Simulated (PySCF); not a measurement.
# GeF: bond curves at several levels of theory

The task here is to estimate one member of a computed series from the others.

Computed with PySCF 2.14.0. Level: Ge def2-SVP, F def2-SVP, no relativity.

The first run:

A driver script around PySCF takes these settings:

- atoms: Ge, F
- charge: 0
- basis: Ge def2-SVP, F def2-SVP
- Hamiltonian: no relativity
- basis functions: 46
- electrons treated: 41
- masses in u: 73.9212, 18.9984
- levels: PBE0, PBE, r²SCAN, TPSS, M06-2X, B97-3, HSE06, HF, MP2, SCS-MP2, CCSD, CCSD(T)
- grid: 80 radial by 434 angular points
- occupations: held fixed by the projection of orbital angular momentum
- dissociation limit: Ge + F, each in its ground configuration
- starting distance in angstrom: 1.775
- values of 2S to try: 1, 3

Steps of the session up to this table: The job; PBE0 along the bond; Excited determinants; PBE; r²SCAN (meta-GGA); TPSS; M06-2X (hybrid meta-GGA); B97-3 (global hybrid GGA); HSE06 (range-separated hybrid); UHF (mean field); MP2 and coupled cluster.

One of the session's tables, all rows but one given; the rest of the session is left out.

It belongs to the step «The curves together». Energy (eV) from each level's lowest point:

| R (Å) | UHF | UHF-MP2 | UHF-SCS-MP2 | UHF-CCSD | UHF-CCSD(T) |
| --- | --- | --- | --- | --- | --- |
| 1.516 | 1.123 | 1.231 | 1.245 | n/a | n/a |
| 1.587 | 0.462 | 0.533 | 0.544 | 0.537 | 0.552 |
| 1.657 | 0.120 | 0.159 | 0.166 | 0.162 | 0.171 |
| 1.710 | 0.013 | 0.031 | 0.034 | 0.033 | 0.037 |
| 1.763 | 0.000 | 0.000 | 0.000 | 0.000 | 0.000 |
| 1.816 | ? | ? | ? | ? | ? |
| 1.886 | 0.218 | 0.184 | 0.176 | 0.179 | 0.168 |
| 1.975 | 0.505 | 0.455 | 0.440 | 0.445 | 0.424 |
| 2.080 | 0.924 | 0.859 | 0.836 | 0.841 | 0.810 |
| 2.221 | 1.532 | 1.456 | 1.423 | n/a | n/a |

Q: Estimate the row for R (Å) = 1.816 from the others.

Worked estimate for «UHF». A straight line through the neighbours (1.763, 0.000) and (1.886, 0.218) gives 0.000 + (0.218 − 0.000) × (1.816 − 1.763) / (1.886 − 1.763) = 0.094; a parabola fitted to 4 rows on both sides gives 0.066.

The run gave: UHF: 0.059; UHF-MP2: 0.043; UHF-SCS-MP2: 0.039; UHF-CCSD: 0.041; UHF-CCSD(T): 0.036. In «UHF» the line misses by +0.035 and the parabola by +0.007.

State 2 has its PBE0 minimum 4.01 eV higher. The other levels ran on the lowest alone.
